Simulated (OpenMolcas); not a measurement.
# UBP86/def2-SVPD run of [H2]+ (SMILES [H][H+]), part 2 of 2

OpenMolcas 26.06. Earlier steps stand in the parts before.

**3. Singlet neutral H2 at the same level**

File coord.xyz:

```xyz
2

H      0.000000     0.000000     0.000000
H      0.000000     0.000000     1.026910
```

File job.input:

```
* H2 Kohn-Sham DFT
>>> EXPORT MOLCAS_PRINT=2

&GATEWAY
  BasLib
  $CurrDir
  Coord
  coord.xyz
  Basis
  def2-SVPD
  Group
  NoSym

&SEWARD
  GridInput
  Grid=Fine
  End of Grid

&SCF
  KSDFT
  2
  1.0 GGA_X_B88
  1.0 GGA_C_P86
  PrOrbitals
  0

&ALASKA
```

The basis set def2-SVPD is read from a file made from the Basis Set Exchange's data (not shown).

Run with:

```sh
$ export MOLCAS_MEM=1860
$ pymolcas job.input > job.log
```

Log:

```text
--- Start Module: gateway ---

                                              &GATEWAY

                       available to each process: 1.9 GB of memory, 1 thread

 Basis Set     1 Label: H.DEF2-SVPD
 Basis set is read from library:.
 basistype.tbl is not found

++    Symmetry information:
      ---------------------

                    Character Table for C1

                             E
                    a        1  x, y, xy, Rz, z, xz, Ry, yz, Rx, I
--

++    Basis set information:
      ----------------------

      Basis set label: H.DEF2-SVPD.........

      Electronic valence basis set:
      ------------------
      Associated Effective Charge   1.000000 au
      Associated Actual Charge      1.000000 au
      Nuclear Model: Point charge

      Shell  nPrim  nBasis  Cartesian Spherical Contaminant
         s       4       2        X
         p       2       2        X
--

++    Molecular structure info:
      -------------------------

                    ************************************************
                    **** Cartesian Coordinates / bohr, angstrom ****
                    ************************************************

     Center  Label                x              y              z                     x              y              z
        1      H1               0.000000       0.000000       0.000000              0.000000       0.000000       0.000000
        2      H2               0.000000       0.000000       1.940579              0.000000       0.000000       1.026910
--

            Nuclear Potential Energy              0.51531021 au

--- Stop Module: gateway /rc=_RC_ALL_IS_WELL_ ---

--- Start Module: seward ---

                                              &SEWARD

                       available to each process: 1.9 GB of memory, 1 thread

               SEWARD will generate:
                  Multipole Moment integrals up to order  2
                  Kinetic Energy integrals
                  Nuclear Attraction integrals (point charge)
                  One-Electron Hamiltonian integrals
                  Velocity integrals
                  Orbital angular momentum around (  0.0000   0.0000   0.9703 )
                  Velocity quadrupole around (  0.0000   0.0000   0.9703 )
                  Two-Electron Repulsion integrals

                   Integrals are discarded if absolute value <: 1.00E-14
                   Integral cutoff threshold is set to       <: 1.00E-16

            Nuclear Potential Energy              0.51531021 au

      Basis set specifications :
      Symmetry species         a
      Basis functions           16

--- Stop Module: seward /rc=_RC_ALL_IS_WELL_ ---

--- Start Module: scf ---

                                                &SCF

                       available to each process: 1.9 GB of memory, 1 thread

 ###############################################################################
 ###     Minimized-density-differences option turned off!                    ###
 ###############################################################################
++    Input section:
      --------------

      Header of the integral files:

      Cartesian coordinates in angstrom:
      -----------------------------------------------------
      No.  Label        X            Y            Z
      -----------------------------------------------------
       1   H1         0.00000000   0.00000000   0.00000000
       2   H2         0.00000000   0.00000000   1.02691000
      -----------------------------------------------------
      Nuclear repulsion energy =    0.51531021
--

++    Orbital specifications:
      -----------------------

      Symmetry species               1
                                     a
      Frozen orbitals                0
      Occupied orbitals              1
      Secondary orbitals            15
      Deleted orbitals               0
      Total number of orbitals      16
      Number of basis functions     16
--

      Molecular charge                           0.000

      Numerical integration parameters
      --------------------------------
      Radial quadrature type:                         MHL
      Size of radial grid:                            75
      Lebedev angular grid:                           29
      Angular grid pruned with the crowding factor:  3.00E+00
                                 and fading factor:  6.00E+00
      Screening threshold for integral computation:   1.00E-11
      Radial quadrature accuracy:                     1.00E-25
      Maximum batch size:                             128
      AO values are stored on disk
      The same grid will be used for all iterations.

      DFT functional specifications
      -----------------------------
      Using Libxc version: 6.2.2
      Please cite the following reference:
      S. Lehtola, C. Steigemann, M. J.T. Oliveira, and M. A.L. Marques.,  SoftwareX 7, 1–5 (2018) doi:10.1016/j.softx.2017.11.002

      * Becke 88
        - A. D. Becke.,  Phys. Rev. A 38, 3098 (1988) doi:10.1103/PhysRevA.38.3098
      * Perdew 86
        - J. P. Perdew.,  Phys. Rev. B 33, 8822 (1986) doi:10.1103/PhysRevB.33.8822

++    Optimization specifications:
      ----------------------------

      SCF Algorithm: Conventional
      D(i)-D(i-1) density differences are used
      Number of density matrices in core                 5
      Maximum number of NDDO SCF iterations            400
      Maximum number of HF SCF iterations              400
      Threshold for SCF energy change             1.00E-09
      Threshold for density matrix                1.00E-04
      Threshold for Fock matrix                   1.50E-04
      Threshold for linear dependence             1.00E-09
      Threshold at which DIIS is turned on        1.50E-01
      Maximum depth in the DIIS procedure                5
      Maximum depth in the BFGS Hessian update          30
      Threshold at which QNR/C2DIIS is turned on  7.50E-02
      Threshold for Norm(delta) (QNR/C2DIIS)      1.00E-03
      All orbitals punched on: SCFORB
--

      Input vectors read from INPORB
      Orbital file label: *Guess orbitals

++ Convergence information
                                   [...]      iterations: Energy and convergence statistics

Iter     Tot. [...]      One-elec.       Two-elec.     Energy      Max Dij or  Max Fij      DNorm      TNorm      AccCon     Time
         Energy          Energy          Energy        Change      Delta Norm                                                in Sec.
   1    -1.144608112    -2.790147415     1.130229091   0.00E+00    4.28E-02*   3.68E-02*    1.04E+00   4.73E+00   None         0.
   2    -1.146445142    -2.824393498     1.162638143  -1.84E-03*   1.44E-02*   3.87E-03*    7.66E-02   4.79E+00   EDIIS        0.
   3    -1.146518969    -2.814857891     1.153028709  -7.38E-05*   3.50E-04*   8.12E-04*    2.78E-02   4.77E+00   c2DIIS       0.
   4    -1.146524159    -2.816795779     1.154961407  -5.19E-06*   1.56E-05    1.21E-05     8.38E-04   4.77E+00   QNRc2DIIS    0.
   5    -1.146524160    -2.816808730     1.154974357  -4.47E-10    3.40E-06    1.88E-06     6.45E-05   4.77E+00   QNRc2DIIS    0.

       Convergence after   5 Iterations
--

 *****************************************************************************************************************************
 *                                             SCF/KS-DFT Program, Final results                                             *
 *                                                       Final Results                                                       *
 *****************************************************************************************************************************

::    Total KS-DFT energy                              -1.1465241599
      One-electron energy                              -2.8168087299
      Two-electron energy                               1.1549743573
      Nuclear repulsion energy                          0.5153102127
      Kinetic energy (interpolated)                     0.9258590465
      Virial theorem                                    1.2383355374
      Total spin, S(S+1)                                0.0000000000
      Total spin, S                                     0.0000000000
      Max non-diagonal density matrix element           0.0000065536
      Max non-diagonal Fock matrix element              0.0000003599

      No orbitals printed

++    Molecular charges:
      ------------------

      Mulliken charges per centre
      ---------------------------

                H1      H2
      Total    1.0000  1.0000

      N-E      0.0000 -0.0000

      Total electronic charge=    2.000000

      Total            charge=   -0.000000
--

++    Molecular properties:
      ---------------------

      Charge (e):
                      =   -0.0000
      Dipole Moment (debye):
      Origin of the operator (angstrom)=    0.0000    0.0000    0.5135
                   X=  1.0955E-16               Y= -3.5173E-17               Z= -2.6872E-16           Total=  2.9232E-16
      Quadrupole Moment (debye*angstrom):
      Origin of the operator (angstrom)=    0.0000    0.0000    0.5135
                  XX= -2.3627E+00              XY= -3.0011E-32              XZ= -5.4699E-16              YY= -2.3627E+00
                  YZ= -3.2982E-16              ZZ= -1.5033E+00
      In traceless form (debye*angstrom)
                  XX= -4.2967E-01              XY= -4.5017E-32              XZ= -8.2049E-16              YY= -4.2967E-01
                  YZ= -4.9473E-16              ZZ=  8.5934E-01
--

--- Stop Module: scf /rc=_RC_ALL_IS_WELL_ ---

--- Start Module: alaska ---

                                              &ALASKA

                       available to each process: 1.9 GB of memory, 1 thread

                     Threshold for contributions to the gradient: 1.000E-07

                    ********************************************
                    * Symmetry Adapted Cartesian Displacements *
                    ********************************************

           Irreducible representation : a
           Basis function(s) of irrep: x, y, xy, Rz, z, xz, Ry, yz, Rx, I

 Basis Label        Type   Center Phase
   1   H1           x         1     1
   2   H1           y         1     1
   3   H1           z         1     1
   4   H2           x         2     1
   5   H2           y         2     1
   6   H2           z         2     1

                     No automatic utilization of translational and rotational invariance of the energy is employed.

 Rotational correction to the DFT gradient is turned off due to close-to-degeneracy problems!

 DFT contribution computed for a moving grid.

 Conventional ERI gradients!

 **************************************************
 *              Molecular gradients               *
 **************************************************

  Irreducible representation: a
 ------------------------------------------------------------------------------------------
                              X                       Y                       Z
 ------------------------------------------------------------------------------------------
  H1               -1.13681546560653E-16   -7.27957268180628E-18   -8.24287355329885E-02
  H2                1.14115227429647E-16    1.76879135376671E-17    8.24287355329882E-02
 ------------------------------------------------------------------------------------------

--- Stop Module: alaska /rc=_RC_ALL_IS_WELL_ ---

.##################.
.# Happy landing! #.
.##################.

    Timing: Wall=1.82 User=1.41 System=0.39
```

Run time: 2 s. Hardware: 1 thread of Arm Neoverse V1, shared host; peak memory 0.37 GiB.

**4. Outcome**

This closing draws on all 2 parts.

At UBP86/def2-SVPD:

| quantity | value |
| --- | --- |
| doublet [H2]+: total energy | -0.60706 Eh |
| doublet [H2]+: HOMO energy (highest over α and β) | -24.03 eV |
| doublet [H2]+: ⟨S²⟩ | 0.750 |
| doublet [H2]+: largest force on an atom | 1.032 eV/Å |
| singlet neutral H2: total energy | -1.14652 Eh |
| singlet neutral H2: dipole moment | 0.00 D |
| singlet neutral H2: HOMO energy | -9.26 eV |
| singlet neutral H2: LUMO energy | -0.62 eV |
| singlet neutral H2: HOMO–LUMO gap | 8.64 eV |
| singlet neutral H2: largest force on an atom | 4.239 eV/Å |
| vertical electron affinity (to the singlet neutral) | 14.680 eV |

In words: At fixed nuclei the extra electron is bound by 14.68 eV (1416 kJ/mol). The largest force (doublet [H2]+) is 1.03 eV/Å: the shape isn't a stationary point for this species at this level.
